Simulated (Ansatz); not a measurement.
**HfIn4SiO6: relaxation of cell and atoms with RPBE**

HfIn4SiO6:

```
Hf In Si O
1.0
     5.27743    0.00000    0.00000
    -2.63872    4.57039    0.00000
     0.00000    0.00000   10.55905
Hf In Si O
1 4 1 6
Direct
  0.66667 0.33333 0.00000
  0.00000 0.00000 0.30446
  0.00000 0.00000 0.69554
  0.33333 0.66667 0.78919
  0.33333 0.66667 0.21081
  0.00000 0.00000 0.00000
  0.97300 0.70496 0.89972
  0.29504 0.02700 0.10028
  0.29504 0.26804 0.89972
  0.73196 0.70496 0.10028
  0.73196 0.02700 0.89972
  0.97300 0.26804 0.10028
```

The cell was built by a generator and needn't be a form met in nature.

| Property | Result |
| --- | --- |
| Program | Ansatz 0.2.0 |
| Task | relaxation of cell and atoms |
| Functional | RPBE |
| Potentials or basis | Ansatz PAW |
| Cutoff | 420 eV (not typed: the program's choice for these potentials) |
| k mesh | 4 × 4 × 2 |
| Occupations | fermi-dirac, width 0.05 eV |
| Spin | no spin polarisation |

```json
{
  "Relaxed volume": "24.30 Å³/atom",
  "Relaxed cell": "a = 5.336 Å, b = 5.336 Å, c = 11.826 Å, α = 90.00°, β = 90.00°, γ = 120.00°",
  "Space group after relaxing (to 0.05 Å)": "P312 (No. 149)",
  "Energy gained by relaxing": "6.7 meV/atom",
  "Ionic steps": "23",
  "Pressure after relaxing": "0.0 GPa",
  "Band gap on the k mesh": "0.78 eV, indirect (least direct gap 1.91 eV)"
}
```

Forces on the atoms (eV/Å):
```
Hf   0.000  0.000  0.000
In   0.000  0.000  0.000
In   0.000  0.000  0.000
In   0.000  0.000  0.001
In   0.000  0.000 -0.001
Si   0.000  0.000  0.000
O    0.001  0.001 -0.002
O    0.000 -0.002  0.002
O   -0.001  0.001 -0.002
O   -0.001  0.001  0.002
O    0.000 -0.002 -0.002
O    0.001  0.001  0.002
```

Step by step:
```csv
step,energy change (eV),largest force (eV/Å),volume (Å³)
1,0.0000,0.1970,254.68
2,-0.0223,0.2249,264.97
3,-0.0334,0.0637,266.32
4,-0.0335,0.0253,267.19
5,-0.0331,0.0158,267.52
6,-0.0325,0.0086,267.99
7,-0.0647,0.0071,267.99
8,-0.0616,0.0140,272.33
9,-0.0545,0.0276,276.85
10,-0.0547,0.0029,276.88
11,-0.0747,0.0042,276.88
12,-0.0713,0.0038,279.92
13,-0.0667,0.0075,282.67
14,-0.0783,0.0068,282.67
15,-0.0741,0.0057,285.75
16,-0.0723,0.0050,286.76
17,-0.0795,0.0045,286.76
18,-0.0774,0.0026,288.22
19,-0.0749,0.0089,289.73
20,-0.0804,0.0086,289.73
21,-0.0793,0.0019,290.50
22,-0.0776,0.0020,291.58
23,-0.0809,0.0022,291.58
```

Final structure:
```yaml
crystal:
  lattice:
    - [5.33576, 0.00000, 0.00000]
    - [-2.66788, 4.62090, 0.00000]
    - [0.00000, 0.00000, 11.82605]
  atoms:
    - { symbol: Hf, position: [0.66667, 0.33333, 0.00000] }
    - { symbol: In, position: [0.00000, 0.00000, 0.27434] }
    - { symbol: In, position: [0.00000, 0.00000, 0.72566] }
    - { symbol: In, position: [0.33333, 0.66667, 0.81106] }
    - { symbol: In, position: [0.33333, 0.66667, 0.18894] }
    - { symbol: Si, position: [0.00000, 0.00000, 0.00000] }
    - { symbol: O, position: [0.97074, 0.70459, 0.90990] }
    - { symbol: O, position: [0.29541, 0.02926, 0.09010] }
    - { symbol: O, position: [0.29541, 0.26615, 0.90990] }
    - { symbol: O, position: [0.73385, 0.70459, 0.09010] }
    - { symbol: O, position: [0.73385, 0.02926, 0.90990] }
    - { symbol: O, position: [0.97074, 0.26615, 0.09010] }
```

Levels at points of the mesh, in eV from the valence-band top:
| k point | band 57 | band 58 | band 59 | band 60 | band 61 | band 62 |
| --- | --- | --- | --- | --- | --- | --- |
| (0.00, 0.00, 0.00) | -2.33 | -0.58 | 0.00 | 1.91 | 2.09 | 2.09 |
| (0.00, 0.00, -0.50) | -2.48 | -0.41 | -0.09 | 2.04 | 2.04 | 2.23 |
| (0.00, -0.50, 0.00) | -2.35 | -1.72 | -1.62 | 1.32 | 1.45 | 1.86 |
| (0.00, -0.50, -0.50) | -2.45 | -1.69 | -1.68 | 1.28 | 1.52 | 1.93 |

Run time: 69 s on 8 threads of Arm Neoverse V2, with other jobs on the host, peak memory 1.1 GiB.

Caveat: the plane-wave basis is chosen anew once the cell has moved, so the energies of steps on either side of that aren't comparable; spin-orbit coupling is left out, which moves the levels of the heavy elements; the PAW data sets come from PBE, with cores solved anew for the run's functional, which leaves a small shift of forces and pressure. A k mesh can miss the band edges.
